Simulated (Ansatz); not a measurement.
# Ba2HfC3: the cost of one run

Program: Ansatz 0.2.0. Level of theory: DFT PBE, scalar-relativistic, plane waves, PAW. These are calculated values, not measurements.

### Step 1. Starting point

The structure is hexagonal, space group P6/mmm (No. 191). The conventional cell has a = 6.421 Å, b = 6.421 Å, c = 3.467 Å, α = 90.00°, β = 90.00°, γ = 120.00°. Ba (site symmetry -6m2) is surrounded by 6 C at 2.54 Å. Hf (site symmetry 6/mmm) has 2 Hf at 3.47 Å and 12 C at 3.65 Å and 6 Ba at 3.71 Å as nearest neighbours. C (site symmetry mmm) is surrounded by 4 Ba at 2.54 Å and 4 Hf at 3.65 Å.

As a file:

```
CELL_PARAMETERS angstrom
6.42132 0.00000 0.00000
-3.21066 5.56102 0.00000
0.00000 0.00000 3.46684
ATOMIC_POSITIONS crystal
Ba 0.66667 0.33333 0.00000
Ba 0.33333 0.66667 0.00000
Hf 0.00000 0.00000 0.00000
C 0.50000 0.50000 0.50000
C 0.50000 0.00000 0.50000
C 0.00000 0.50000 0.50000
```

A structure generator made this guess: species swapped into a database cell of LaB2Ir3 (P6/mmm, No. 191), with Hf on the La sites, Ba on the B sites and C on the Ir sites. Lengths come from tabulated atomic sizes and are only a guess.

### Step 2. A first look at the guess

File input.yaml:

```yaml
crystal:
  lattice:
    - [6.42131736, 0.0, 0.0]
    - [-3.21065868, 5.56102396, 0.0]
    - [0.0, 0.0, 3.46684183]
  atoms:
    - { symbol: Ba, position: [0.66666667, 0.33333333, 0.0] }
    - { symbol: Ba, position: [0.33333333, 0.66666667, 0.0] }
    - { symbol: Hf, position: [0.0, 0.0, 0.0] }
    - { symbol: C, position: [0.5, 0.5, 0.5] }
    - { symbol: C, position: [0.5, 0.0, 0.5] }
    - { symbol: C, position: [0.0, 0.5, 0.5] }
basis:
  ecutwfc: 420
kpoints:
  mp_grid: { grid: [3, 3, 6] }
hamiltonian:
  xc: pbe
scf:
  occupations: { method: gaussian, width: 0.1 }
  lower_state_search: "off"
output:
  forces: true
  stress: true
  eigenvalues: true
```

Started as:

```
$ ansatz run input.yaml --threads 1 --pin off --max-ram 2048MiB --backend cpu --events-out ev --progress --plain --runs-dir out
```

What time and memory should one allow on 1 thread of Arm Neoverse V1, shared host?

About 4.5 s, with a peak of 0.4 GiB.
